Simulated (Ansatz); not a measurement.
# Be7Tl: the cost of one run

Program: Ansatz 0.2.0. Level of theory: DFT PBE, scalar-relativistic, plane waves, PAW. These are calculated values, not measurements.

**1. The structure to begin with**

It takes space group Fm-3m (No. 225, cubic). The conventional cell has a = 7.020 Å, b = 7.020 Å, c = 7.020 Å, α = 90.00°, β = 90.00°, γ = 90.00°. Around Be (site symmetry mmm) lie 10 Be at 2.48 Å and 2 Tl at 2.48 Å. Around Be (site symmetry m-3m) lie 12 Be at 2.48 Å. Around Tl (site symmetry m-3m) lie 12 Be at 2.48 Å.

As a file:

```cif
data_structure
_symmetry_space_group_name_H-M 'P 1'
_symmetry_Int_Tables_number 1
_cell_length_a 4.9640
_cell_length_b 4.9640
_cell_length_c 4.9640
_cell_angle_alpha 60.000
_cell_angle_beta 60.000
_cell_angle_gamma 60.000
_cell_volume 86.49
loop_
_atom_site_label
_atom_site_type_symbol
_atom_site_fract_x
_atom_site_fract_y
_atom_site_fract_z
_atom_site_occupancy
Be1 Be 0.00000 0.00000 0.50000 1
Be2 Be 0.00000 0.50000 0.00000 1
Be3 Be 0.00000 0.50000 0.50000 1
Be4 Be 0.50000 0.00000 0.00000 1
Be5 Be 0.50000 0.00000 0.50000 1
Be6 Be 0.50000 0.50000 0.00000 1
Be7 Be 0.50000 0.50000 0.50000 1
Tl1 Tl 0.00000 0.00000 0.00000 1
```

The cell was relaxed beforehand at this level, from a generated guess; it is a trial structure. At a tolerance of 0.05 Å it has space group Fm-3m (No. 225); it has 10.81 Å³/atom, an uncorrected energy of +0.61 eV/atom over the elements.

**2. Static run: bands, density of states and charges**

The input, input.yaml:

```yaml
crystal:
  lattice:
    - [0.0, 3.5100443454, 3.5100443454]
    - [3.5100443454, 0.0, 3.5100443454]
    - [3.5100443454, 3.5100443454, 0.0]
  atoms:
    - { symbol: Be, position: [0.0, 0.0, 0.5] }
    - { symbol: Be, position: [0.0, 0.5, 0.0] }
    - { symbol: Be, position: [0.0, 0.5, 0.5] }
    - { symbol: Be, position: [0.5, 0.0, 0.0] }
    - { symbol: Be, position: [0.5, 0.0, 0.5] }
    - { symbol: Be, position: [0.5, 0.5, 0.0] }
    - { symbol: Be, position: [0.5, 0.5, 0.5] }
    - { symbol: Tl, position: [0.0, 0.0, 0.0] }
basis:
  ecutwfc: 420
kpoints:
  mp_grid: { grid: [10, 10, 10] }
  band_path:
    path:
      - [[0.0, 0.0, 0.0], [0.5, 0.0, 0.5], [0.625, 0.25, 0.625]]
      - [[0.375, 0.375, 0.75], [0.0, 0.0, 0.0], [0.5, 0.5, 0.5], [0.5, 0.25, 0.75], [0.5, 0.0, 0.5]]
    npoints: 14
hamiltonian:
  xc: pbe
scf:
  occupations: { method: gaussian, width: 0.1 }
  n_extra_bands: 20
output:
  forces: true
  stress: true
  eigenvalues: true
  populations: true
  dos: { projected: true, de: 0.02, nscf_kmesh: { grid: [12, 12, 12] } }
  bader: true
  write_density: true
  write_potential: true
  elf: true
  volumetric_format: npy
```

Launch:

```
$ ansatz run input.yaml --threads 1 --pin off --max-ram 2048MiB --backend cpu --events-out ev --progress --plain --runs-dir out
```

Q: Estimate wall time and peak memory on 1 thread of Arm Neoverse V2, shared host.

About 81 s, with a peak of 0.42 GiB.
